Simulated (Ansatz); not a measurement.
**CH2FI: how energies converge with the basis set**

The task here is to estimate one member of a computed series from the others.

Computed with Ansatz 0.2.0, Gaussian basis. Level: one geometry, several basis sets.

Levels to be run: PBE0-D4/def2-SVP; ωB97M-V/def2-SVP; PBE0-D4/def2-QZVPP; ωB97M-V/def2-QZVPP; the functionals' def2-TZVPP values are taken from earlier runs.

### The relaxed structure

All runs share one geometry, relaxed beforehand with PBE0-D4 in a triple-zeta def2 set. I takes the def2 core potential; no spin-orbit term is included.

SMILES `FCI`, 5 atoms, charge 0, spin multiplicity 1.

Atoms are counted from 1 here; the program's logs count them from 0.

Bond lengths: F1–C2 1.353 Å, C2–I3 2.142 Å, C2–H4 1.088 Å, C2–H5 1.088 Å. Angles: F1–C2–I3 111.0°, F1–C2–H4 109.9°, F1–C2–H5 109.9°, I3–C2–H4 106.6°, I3–C2–H5 106.6°, H4–C2–H5 112.7°.

The first run:

File in.yaml:

```yaml
crystal:
  periodic: [false, false, false]
  atoms:
    - {symbol: F, position_ang: [1.196254, 0.710859, -0.175539]}
    - {symbol: C, position_ang: [0.160617, -0.114144, 0.103400]}
    - {symbol: I, position_ang: [-1.632294, 0.547931, -0.864187]}
    - {symbol: H, position_ang: [0.368116, -1.111996, -0.277239]}
    - {symbol: H, position_ang: [-0.042693, -0.106249, 1.172163]}
basis:
  gaussian: {orbitals: def2-SVP}
hamiltonian: {xc: pbe0, dispersion: d4}
output: {orbitals: {seedname: orbitals}}
```

The run is started by

```sh
$ ansatz run in.yaml --threads 2 --pin off --events-out ev --progress --plain --max-ram 32768MiB --backend cpu
```

Among the steps run: PBE0-D4 in def2-SVP; ωB97M-V in def2-SVP; PBE0-D4 in def2-QZVPP; ωB97M-V in def2-QZVPP.

One table of the session follows, with a row left open; its other results are not shown here.

It belongs to the step «Density functionals: the series». 

```
functional       basis  HOMO (eV)
   PBE0-D4    def2-SVP          ?
   PBE0-D4  def2-TZVPP      -7.58
   PBE0-D4  def2-QZVPP      -7.60
   ωB97M-V    def2-SVP      -9.65
   ωB97M-V  def2-TZVPP      -9.76
   ωB97M-V  def2-QZVPP      -9.78
```

Q: Estimate the row for PBE0-D4, def2-SVP from the others.

**Answer.** HOMO (eV): -7.49. In the column «HOMO (eV)» it is the highest.
